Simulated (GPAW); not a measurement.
Runs of GPAW 26.7.0 on NiAu3. Symmetry: Pm-3m, No. 221, cubic system. Conventional cell: a = 4.028 Å, b = 4.028 Å, c = 4.028 Å, α = 90.00°, β = 90.00°, γ = 90.00°. Around Au (site symmetry 4/mmm) lie 8 Au at 2.85 Å and 4 Ni at 2.85 Å. Ni (site symmetry m-3m) is surrounded by 12 Au at 2.85 Å. The cell comes from a database or a generator and needn't be the stable form of this composition.

```tsv
task	level	potentials or basis	cell	k mesh	optimizer	fmax	max steps	convergence	band path	gap on the mesh (eV)	pressure (GPa)	moment (μB)	relaxed volume (Å³/atom)
relaxation of cell and atoms	PBEsol+D3(BJ)+ATM	PAW data sets generated in the run's folder for this functional, pw	relaxed	5 × 5 × 5	BFGS	0.02 eV/Å	60	density=1e-05 forces=0.0001	-	none	-0.1	0.00	15.33
relaxation of cell and atoms	PBEsol	PAW data sets generated in the run's folder for this functional, pw	relaxed	5 × 5 × 5	BFGS	0.02 eV/Å	60	density=1e-05 forces=0.0001	-	none	0.0	0.00	(a)
band structure	PBEsol	PAW data sets generated in the run's folder for this functional, pw	as given	5 × 5 × 5	-	-	-	-	GXMGRX,MR	-	(c)	0.00	-
relaxation of cell and atoms	PBEsol+D3	PAW data sets generated in the run's folder for this functional, pw	relaxed	5 × 5 × 5	BFGS	0.02 eV/Å	60	density=1e-05 forces=0.0001	-	none	0.0	0.00	15.30
relaxation of cell and atoms	PBEsol+D3(BJ)	PAW data sets generated in the run's folder for this functional, pw	relaxed	5 × 5 × 5	BFGS	0.02 eV/Å	60	density=1e-05 forces=0.0001	-	none	-0.1	0.00	(b)
single point	PBEsol	PAW data sets generated in the run's folder for this functional, pw	as given	7 × 7 × 7	-	-	-	-	-	none	-6.8	0.00	-
relaxation of cell and atoms	PBEsol+D4	PAW data sets generated in the run's folder for this functional, pw	relaxed	5 × 5 × 5	BFGS	0.02 eV/Å	60	density=1e-05 forces=0.0001	-	none	-0.1	0.00	15.42
band structure	LDA	the program's PAW data sets (release 1.2.1) made for this functional, pw	as given	5 × 5 × 5	-	-	-	-	GXMGRX,MR	-	-11.5	0.00	-
```

Alike in all rows: spin collinear, ferromagnetic start; cutoff (eV) 600; smearing fermi-dirac 0.05 eV.

Task: Estimate the missing entries.

Result: (a) 15.64; (b) 15.21; (c) -7.1.

Caveats: with this Au data set, volumes or pressures lay over 1.5 % or 2 GPa off other programs in two to four cells of ten; the stock nickel data set gives pressures a few GPa off other programs; each step starts from the last one's moments, so a moment once lost doesn't come back (some runs); later steps reuse the first step's grids (some runs); pairwise dispersion overbinds metals, which lowers pressure and volume (some runs); spin-orbit coupling is left out, which moves the levels of the heavy elements (some runs).

A k mesh can miss the band edges, and the runs leave out spin-orbit coupling on Au.

A gap of «none» marks a metal or a gap under the smearing width.
